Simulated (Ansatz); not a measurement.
What does this script print? It uses the Ansatz DFT code, driven from Python.

`torsion.py`:
```python
"""Rigid torsion scan of C2H5NSn."""

import ansatz as az
from ase import Atoms

atoms = Atoms(["N", "C", "C", "Sn", "H", "H", "H", "H", "H"], positions=[
    (0.4724, 1.5327, -0.8713),
    (0.22, 0.3677, -0.1592),
    (0.7674, -0.5912, 0.7178),
    (-1.0169, -1.0859, 0.266),
    (-0.3439, 1.9598, -1.4876),
    (1.34, 2.0896, -0.8297),
    (1.7019, -0.8811, 1.3005),
    (-0.9963, -2.5317, -0.7131),
    (-2.0561, -0.9063, 1.7594),
])

# relax first, so that the scan starts from a minimum
first = az.Crystal.molecule_from_ase(atoms).calculation()
first = first.basis(gaussian="def2-SVP")
first = first.functional("pbe0")
first = first.relax(force_tolerance=0.02, max_steps=80)
atoms.positions = first.run().report["positions_ang"]

start = atoms.get_dihedral(2, 1, 0, 4)
energies = {}
for turn in range(0, 360, 30):
    turned = atoms.copy()
    turned.set_dihedral(2, 1, 0, 4, start + turn, indices=[0, 4, 5])
    calculation = (
        az.Crystal.molecule_from_ase(turned).calculation()
        .basis(gaussian="def2-SVP")
        .correlation("MP2")
    )
    energies[round((start + turn) % 360)] = calculation.run().report["free_energy_ev"]
floor = min(energies.values())
print("dihedral C2-C1-N0-H4 (deg)   E - E(min) (eV)")
for angle, e in sorted(energies.items()):
    print(f"{angle:8d} {(e - floor):14.3f}  " + "#" * int(30 * (e - floor) / max(max(energies.values()) - floor, 1e-9)))
```

```console
$ python torsion.py
dihedral C2-C1-N0-H4 (deg)   E - E(min) (eV)
      14          0.010
      44          0.142  ######
      74          0.432  ###################
     104          0.595  ###########################
     134          0.421  ###################
     164          0.129  #####
     194          0.000
     224          0.140  ######
     254          0.467  #####################
     284          0.657  ##############################
     314          0.460  ####################
     344          0.142  ######
```

The lowest point is at 194° and the highest at 284°, 0.657 eV (63.4 kJ/mol) above it, with the rest of the molecule held.

Notes:
- The scan is rigid and the energies are electronic, in a modest basis. With rigid groups the curve can differ much from the relaxed path, the start wasn't checked as a minimum of this torsion, and equivalent turns needn't return to the same energy.
- def2 sets replace the cores of elements past krypton by effective core potentials.
- The start is relaxed with a density functional and scanned with the wavefunction method, so it isn't exactly that method's minimum.
- The whole script took 77 s on 1 thread of Arm Neoverse V1 (shared host), peak memory 0.28 GiB.
